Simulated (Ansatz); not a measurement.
# Cl₂H₂Se₂Si: up Jacob's ladder to CCSD(T)

The task here is to estimate one member of a computed series from the others.

Method: functionals in def2-TZVPP, the program's frozen cores in correlated methods; program: Ansatz 0.2.0, Gaussian basis.

Levels to be run: LDA (SPW92), PBE-D4, revPBE-D4, BLYP-D4, r2SCAN-D4, B97M-V, PBE0-D4, B3LYP-D4, r2SCANh-D4, r2SCAN0-D4, HSE06-D4, BHLYP-D4, CAM-B3LYP-D4, LC-ωPBE, ωB97X-V, ωB97M-V, B2PLYP, PBE-QIDH; CCSD(T)/def2-SVP; CCSD(T)/def2-TZVPP; MP2/def2-QZVPP; extrapolation to the limit; RPA on PBE.

## The geometry

All runs share one geometry, relaxed beforehand with PBE0-D4 in a triple-zeta def2 set.

SMILES `Cl[Si](Cl)([SeH])[SeH]`, 7 atoms, charge 0, spin multiplicity 1.

Atoms are counted from 1 here; the program's logs count them from 0.

Bond lengths: Cl1–Si2 2.043 Å, Si2–Cl3 2.043 Å, Si2–Se4 2.257 Å, Si2–Se5 2.257 Å, Se4–H6 1.470 Å, Se5–H7 1.470 Å. Angles: Cl1–Si2–Cl3 108.6°, Cl1–Si2–Se4 113.2°, Cl1–Si2–Se5 103.8°, Cl3–Si2–Se4 103.8°, Cl3–Si2–Se5 113.2°, Se4–Si2–Se5 114.5°, Si2–Se4–H6 91.8°, Si2–Se5–H7 91.8°.

The first run:

The input, in.yaml:

```yaml
crystal:
  periodic: [false, false, false]
  atoms:
    - {symbol: Cl, position_ang: [-0.489389, -2.311733, -0.606350]}
    - {symbol: Si, position_ang: [0.182955, -0.541429, 0.160584]}
    - {symbol: Cl, position_ang: [1.567020, -0.941022, 1.609336]}
    - {symbol: Se, position_ang: [-1.417006, 0.617778, 1.250814]}
    - {symbol: Se, position_ang: [1.053422, 0.523243, -1.628541]}
    - {symbol: H, position_ang: [-2.159335, 0.853889, 0.004168]}
    - {symbol: H, position_ang: [1.323334, 1.731274, -0.835610]}
basis:
  gaussian: {orbitals: def2-TZVPP}
hamiltonian: {xc: lda}
output: {orbitals: {seedname: orbitals}}
```

The run is started by

```
$ ansatz run in.yaml --threads 4 --pin off --events-out ev --progress --plain --max-ram 11315MiB
```

Among the steps run: LDA; PBE-D4 (GGA); revPBE-D4 (GGA); BLYP-D4 (GGA); r2SCAN-D4 (meta-GGA); B97M-V (meta-GGA); B3LYP-D4 (hybrid); r2SCANh-D4 (hybrid); r2SCAN0-D4 (hybrid); HSE06-D4 (hybrid); BHLYP-D4 (hybrid); CAM-B3LYP-D4 (range-separated); LC-ωPBE (range-separated); ωB97X-V (range-separated); ωB97M-V (range-separated); B2PLYP (double hybrid); PBE-QIDH (double hybrid).

One table of the session follows, with a row left open; its other results are not shown here.

It belongs to the step «Frontier levels by functional». 

| functional | HOMO (eV) | gap (eV) |
| --- | --- | --- |
| LDA (SPW92) | -6.41 | 4.25 |
| PBE-D4 | -6.25 | 4.32 |
| revPBE-D4 | -6.20 | 4.36 |
| BLYP-D4 | -6.07 | 4.25 |
| r2SCAN-D4 | -6.55 | 4.85 |
| B97M-V | -6.61 | 4.97 |
| PBE0-D4 | -7.41 | 6.33 |
| B3LYP-D4 | -7.16 | 5.85 |
| r2SCANh-D4 | -6.97 | 5.57 |
| r2SCAN0-D4 | ? | ? |
| HSE06-D4 | -7.02 | 5.56 |
| BHLYP-D4 | -8.40 | 8.26 |
| CAM-B3LYP-D4 | -8.67 | 8.64 |
| LC-ωPBE | -10.04 | 11.16 |
| ωB97X-V | -9.69 | 10.71 |
| ωB97M-V | -9.53 | 10.37 |

Estimate the missing values for r2SCAN0-D4.

Worked estimate for «HOMO (eV)». Against the share of exact exchange, r2SCAN-D4 (0, -6.55), r2SCANh-D4 (0.1, -6.97) give a slope of -4.20 per unit share; at 0.25 the line stands at -7.60.

The run gave: HOMO (eV): -7.60; gap (eV): 6.65. In «HOMO (eV)» the line misses by 0.00.
